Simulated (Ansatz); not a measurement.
**HfHCl3O (SMILES Cl[Hf](Cl)(Cl)O) at B2PLYP/def2-SVP (core potential)**

Aim: the vertical ionisation energy of HfHCl3O at B2PLYP/def2-SVP (core potential), from 2 runs. 

The results are computed with Ansatz 0.2.0.

1 further run of the same task is left out (it didn't finish).

### Step 1. The structure to begin with

HfHCl3O has 6 atoms, charge 0, and is taken as a singlet. SMILES: `Cl[Hf](Cl)(Cl)O`. The shape is that of a PBE0-D4/def2-TZVP optimisation.

Bond lengths: Cl1–Hf2 2.337 Å, Hf2–Cl3 2.337 Å, Hf2–Cl4 2.337 Å, Hf2–O5 1.881 Å, O5–H6 0.953 Å. Angles: Cl1–Hf2–Cl3 109.7°, Cl1–Hf2–Cl4 109.7°, Cl1–Hf2–O5 109.2°, Cl3–Hf2–Cl4 109.7°, Cl3–Hf2–O5 109.2°, Cl4–Hf2–O5 109.2°, Hf2–O5–H6 179.9°.

### Step 2. A single-point energy at B2PLYP/def2-SVP (core potential)

run.yaml

```yaml
crystal:
  periodic: [false, false, false]
  atoms:
    - {symbol: Cl, position_ang: [0.876760, -0.101050, -2.336560]}
    - {symbol: Hf, position_ang: [-0.022850, -0.350510, -0.194310]}
    - {symbol: Cl, position_ang: [-2.262380, -0.999350, -0.349730]}
    - {symbol: Cl, position_ang: [1.185990, -1.965090, 0.985740]}
    - {symbol: O, position_ang: [0.084060, 1.291990, 0.717110]}
    - {symbol: H, position_ang: [0.138420, 2.124020, 1.177740]}
basis:
  gaussian: {orbitals: def2-SVP}
hamiltonian: {xc: {name: B2PLYP}}
correlation: {frozen_orbitals: {Cl: 5, H: 0, Hf: 0, O: 1}}
accuracy: high
output: {orbitals: {seedname: orbitals}}
```

Launch:

```sh
$ ansatz run run.yaml --threads 1 --pin off --max-ram 3480MiB --events-out events.jsonl --progress --plain --runs-dir runs
```

What it wrote:

```text
Warning: RAYON_NUM_THREADS=1 ignored (pool sized by the plan → 1); use --threads N
Functional definition: B2PLYP
  name "B2PLYP"
  parameter a = 0.53
  parameter c = 0.27
  exchange = (1 - a)*b88_x + a*exact_x
  correlation = (1 - c)*lyp_c + c*(mp2_os + mp2_ss)
2132 factors; integrals over basis functions are off by at most 4.0e-9 eV
mean field evaluation 1: about -40903.4598 eV, gradient 5.0e1 eV
mean field evaluation 2: about -40903.6413 eV, gradient 5.1e1 eV
mean field evaluation 4: about -40908.6131 eV, gradient 5.0e0 eV
mean field evaluation 8: about -40908.6952 eV, gradient 4.0e-1 eV
mean field evaluation 16: about -40908.6957 eV, gradient 3.1e-5 eV
mean field -40908.69565133 eV, -1503.3668362764 hartree, gradient 4.7e-8 eV, S^2 0.000000; 0 other end points of the search recorded, 0 dependent functions left out
16 core orbitals not correlated: weight in the atoms' cores, before any rotation towards them, 1.000 or more for the frozen orbitals, at most 0.000 for the correlated occupied ones
reference -40908.69567975 eV, -1503.3668373211 hartree; 20, 20 occupied and 69, 69 virtual orbitals, 2132 factors
second order -26.80182080 eV of doubles, -0.00000000 eV of singles
Total energy: -40915.93217137 eV, -1503.6327734829 hartree
```

Wall time 22 s (1 thread of Arm Neoverse V2, shared host); peak memory 0.43 GiB.

### Step 3. The doublet cation

molecule.yaml

```yaml
crystal:
  periodic: [false, false, false]
  atoms:
    - {symbol: Cl, position_ang: [0.876760, -0.101050, -2.336560]}
    - {symbol: Hf, position_ang: [-0.022850, -0.350510, -0.194310]}
    - {symbol: Cl, position_ang: [-2.262380, -0.999350, -0.349730]}
    - {symbol: Cl, position_ang: [1.185990, -1.965090, 0.985740]}
    - {symbol: O, position_ang: [0.084060, 1.291990, 0.717110]}
    - {symbol: H, position_ang: [0.138420, 2.124020, 1.177740]}
basis:
  gaussian:
    orbitals: def2-SVP
total_charge: 1
magnetization:
  spin_polarized: true
  initial_magnetization: 1
hamiltonian:
  xc: {name: B2PLYP}
correlation:
  frozen_orbitals: {Cl: 5, H: 0, Hf: 0, O: 1}
accuracy: high
output:
  orbitals: {seedname: orbitals}
```

Launch:

```sh
$ ansatz run molecule.yaml --threads 1 --pin off --max-ram 3480MiB --events-out events.jsonl --progress --plain --runs-dir runs
```

What it wrote (excerpt; [...] marks lines left out):

```text
Warning: RAYON_NUM_THREADS=1 ignored (pool sized by the plan → 1); use --threads N
[... 2 set-up lines as earlier in the session ...]
[...]
2133 factors; integrals over basis functions are off by at most 4.0e-9 eV
[...]
mean field -40897.25691927 eV, -1502.9464706266 hartree, gradient 6.9e-8 eV, S^2 0.777802; 6 other end points of the search recorded, 0 dependent functions left out
16 core orbitals not correlated: weight in the atoms' cores, before any rotation towards them, 1.000 or more for the frozen orbitals, at most 0.000 for the correlated occupied ones
reference -40897.25694886 eV, -1502.9464717142 hartree; 20, 19 occupied and 69, 70 virtual orbitals, 2133 factors
second order -27.54427490 eV of doubles, -0.00000000 eV of singles
Total energy: -40904.69390308 eV, -1503.2197747409 hartree
```

Wall time 1.7 min (1 thread of Arm Neoverse V2, shared host); peak memory 0.67 GiB.

### Step 4. What came out

At B2PLYP/def2-SVP (core potential), 16 core orbitals frozen:

| quantity | value |
| --- | --- |
| singlet HfHCl3O: total energy | -1503.63277 Eh |
| singlet HfHCl3O: HOMO energy (SCF part's orbitals) | -10.41 eV |
| singlet HfHCl3O: LUMO energy (SCF part's orbitals) | 0.03 eV |
| singlet HfHCl3O: HOMO–LUMO gap (SCF part's orbitals) | 10.44 eV |
| doublet cation: total energy | -1503.21977 Eh |
| doublet cation: HOMO energy (SCF part's orbitals) (highest over α and β) | -15.38 eV |
| doublet cation: LUMO energy (SCF part's orbitals) (lowest over α and β) | -12.46 eV |
| doublet cation: ⟨S²⟩ | 0.778 |
| vertical ionisation energy (to the doublet cation) | 11.238 eV |

**Reading.** The vertical ionisation energy comes to 11.24 eV (259 kcal/mol). The negative HOMO energy of the first species, 10.41 eV, lies 0.83 eV below that difference.
